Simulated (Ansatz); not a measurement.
# CH7AlSi (SMILES [CH3][AlH][SiH3]) at CAM-B3LYP/cc-pVDZ

What is the electronic atomisation energy of CH7AlSi at CAM-B3LYP/cc-pVDZ? 

The calculation is run with Ansatz 0.2.0.

68 further runs of the same task are left out: 68 set aside as unsound or not needed.

### Step 1. The molecule

CH7AlSi has 10 atoms, charge 0, and is taken as a singlet. SMILES: `[CH3][AlH][SiH3]`. The shape is that of a PBE0-D4/def2-TZVP optimisation.

Bond lengths: C1–Al2 1.953 Å, Al2–Si3 2.461 Å, C1–H4 1.096 Å, C1–H5 1.092 Å, C1–H6 1.096 Å, Al2–H7 1.593 Å, Si3–H8 1.494 Å, Si3–H9 1.494 Å, Si3–H10 1.490 Å. Some angles: C1–Al2–Si3 120.6°, C1–Al2–H7 118.9°, Si3–Al2–H7 120.4°, Al2–C1–H4 110.5°, Al2–C1–H5 113.7°, Al2–C1–H6 110.2°, Al2–Si3–H8 110.9°, Al2–Si3–H9 110.7°, Al2–Si3–H10 114.1°, H4–C1–H5 108.0°.

### Step 2. The energy at CAM-B3LYP/cc-pVDZ

File job.yaml:

```yaml
crystal:
  periodic: [false, false, false]
  atoms:
    - {symbol: C, position_ang: [-1.428400, 0.967200, -0.792400]}
    - {symbol: Al, position_ang: [0.409100, 0.309500, -0.720900]}
    - {symbol: Si, position_ang: [1.161700, -1.107300, 1.145400]}
    - {symbol: H, position_ang: [-1.909200, 0.659300, -1.727500]}
    - {symbol: H, position_ang: [-2.050600, 0.624100, 0.036600]}
    - {symbol: H, position_ang: [-1.438000, 2.063000, -0.790400]}
    - {symbol: H, position_ang: [1.416900, 0.709200, -1.887700]}
    - {symbol: H, position_ang: [0.334900, -2.347600, 1.241000]}
    - {symbol: H, position_ang: [1.000200, -0.395000, 2.448500]}
    - {symbol: H, position_ang: [2.586600, -1.533600, 1.050400]}
basis:
  gaussian:
    orbitals: cc-pVDZ
hamiltonian:
  xc: {name: CAM-B3LYP}
accuracy: high
output: {orbitals: {seedname: orbitals}}
```

On the command line:

```console
$ ansatz run job.yaml --threads 1 --pin off --max-ram 3480MiB --events-out events.jsonl --progress --plain --runs-dir runs
```

The log of the run:

```text
Warning: RAYON_NUM_THREADS=1 ignored (pool sized by the plan → 1); use --threads N
Functional definition: CAM-B3LYP
  name "CAM-B3LYP"
  parameter alpha = 0.19
  parameter beta = 0.46
  parameter omega = 0.33/bohr
  parameter ac = 0.81
  exchange = (1 - alpha - beta)*b88_x + beta*b88_x_sr(omega) + alpha*exact_x + beta*exact_x_lr(omega)
  correlation = (1 - ac)*vwn5_c + ac*lyp_c
2025 factors; integrals over basis functions are off by at most 3.9e-9 eV
490 factors; integrals over basis functions are off by at most 1.9e-9 eV
mean field evaluation 1: about -15620.6062 eV, gradient 3.9e1 eV
mean field evaluation 2: about -15621.0053 eV, gradient 3.5e1 eV
mean field evaluation 4: about -15624.3537 eV, gradient 4.4e-1 eV
mean field evaluation 8: about -15624.4449 eV, gradient 1.4e-2 eV
mean field evaluation 16: about -15624.4449 eV, gradient 6.7e-6 eV
mean field -15624.44493540 eV, -574.1877607470 hartree, gradient 5.9e-9 eV, S^2 0.000000; 0 other end points of the search recorded, 0 dependent functions left out
reference -15624.44495836 eV, -574.1877615905 hartree; 20, 20 occupied and 65, 65 virtual orbitals, 2025 factors
Total energy: -15624.44495836 eV, -574.1877615905 hartree
```

Wall time 9.3 s (1 thread of Arm Neoverse V1, shared host); peak memory 0.33 GiB.

### Step 3. The Al atom, same level

File molecule.yaml:

```yaml
crystal:
  periodic: [false, false, false]
  atoms:
    - {symbol: Al, position_ang: [0.000000, 0.000000, 0.000000]}
basis:
  gaussian: {orbitals: cc-pVDZ}
magnetization: {spin_polarized: true, initial_magnetization: 1}
hamiltonian: {xc: {name: CAM-B3LYP}}
accuracy: high
```

Run the same way, it converges to -242.36299 Eh (log not shown).

### Step 4. The C atom at the same level

File in.yaml:

```yaml
crystal:
  periodic: [false, false, false]
  atoms:
    - symbol: C
      position_ang: [0.000000, 0.000000, 0.000000]
basis:
  gaussian:
    orbitals: cc-pVDZ
magnetization:
  spin_polarized: true
  initial_magnetization: 2
hamiltonian:
  xc: {name: CAM-B3LYP}
accuracy: high
```

On the command line:

```console
$ ansatz run in.yaml --threads 1 --pin off --max-ram 3480MiB --events-out events.jsonl --progress --plain --runs-dir runs
```

The log of the run:

```text
Warning: RAYON_NUM_THREADS=1 ignored (pool sized by the plan → 1); use --threads N
Functional definition: CAM-B3LYP
  name "CAM-B3LYP"
  parameter alpha = 0.19
  parameter beta = 0.46
  parameter omega = 0.33/bohr
  parameter ac = 0.81
  exchange = (1 - alpha - beta)*b88_x + beta*b88_x_sr(omega) + alpha*exact_x + beta*exact_x_lr(omega)
  correlation = (1 - ac)*vwn5_c + ac*lyp_c
96 factors; integrals over basis functions are off by at most 1.3e-9 eV
60 factors; integrals over basis functions are off by at most 6.0e-10 eV
mean field evaluation 1: about -1029.3238 eV, gradient 3.1e0 eV
mean field evaluation 2: about -1029.3860 eV, gradient 6.0e-1 eV
mean field evaluation 4: about -1029.3893 eV, gradient 1.5e-1 eV
mean field evaluation 8: about -1029.3894 eV, gradient 4.7e-5 eV
mean field -1029.38944136 eV, -37.8293642247 hartree, gradient 9.3e-8 eV, S^2 2.002372; 0 other end points of the search recorded, 0 dependent functions left out
reference -1029.38945139 eV, -37.8293645934 hartree; 4, 2 occupied and 10, 12 virtual orbitals, 96 factors
Total energy: -1029.38945139 eV, -37.8293645934 hartree
```

It took 0.4 s on 1 thread of Arm Neoverse V1, shared host.

### Step 5. The H atom, same level

File job.yaml:

```yaml
crystal:
  periodic: [false, false, false]
  atoms:
    - symbol: H
      position_ang: [0.000000, 0.000000, 0.000000]
basis:
  gaussian:
    orbitals: cc-pVDZ
magnetization:
  spin_polarized: true
  initial_magnetization: 1
hamiltonian:
  xc: {name: CAM-B3LYP}
accuracy: high
```

Run the same way, it converges to -0.49789 Eh (log not shown).

### Step 6. The Si atom, same level

File molecule.yaml:

```yaml
crystal:
  periodic: [false, false, false]
  atoms:
    - symbol: Si
      position_ang: [0.000000, 0.000000, 0.000000]
basis:
  gaussian:
    orbitals: cc-pVDZ
magnetization:
  spin_polarized: true
  initial_magnetization: 2
hamiltonian:
  xc: {name: CAM-B3LYP}
accuracy: high
```

Run the same way, it converges to -289.37332 Eh (log not shown).

### Step 7. What came out

Level: CAM-B3LYP/cc-pVDZ.

| quantity | value |
| --- | --- |
| molecule: total energy | -574.18776 Eh |
| molecule: HOMO energy | -8.53 eV |
| molecule: LUMO energy | -0.70 eV |
| molecule: HOMO–LUMO gap | 7.83 eV |
| Al atom: total energy | -242.36299 Eh |
| Al atom: ⟨S²⟩ | 0.755 |
| C atom: total energy | -37.82936 Eh |
| C atom: ⟨S²⟩ | 2.002 |
| H atom: total energy | -0.49789 Eh |
| H atom: ⟨S²⟩ | 0.750 |
| Si atom: total energy | -289.37332 Eh |
| Si atom: ⟨S²⟩ | 2.004 |
| electronic atomisation energy | 30.935 eV |

**Reading.** Taking the molecule apart into free atoms costs 30.93 eV (2985 kJ/mol), before zero-point energy and without spin-orbit coupling.
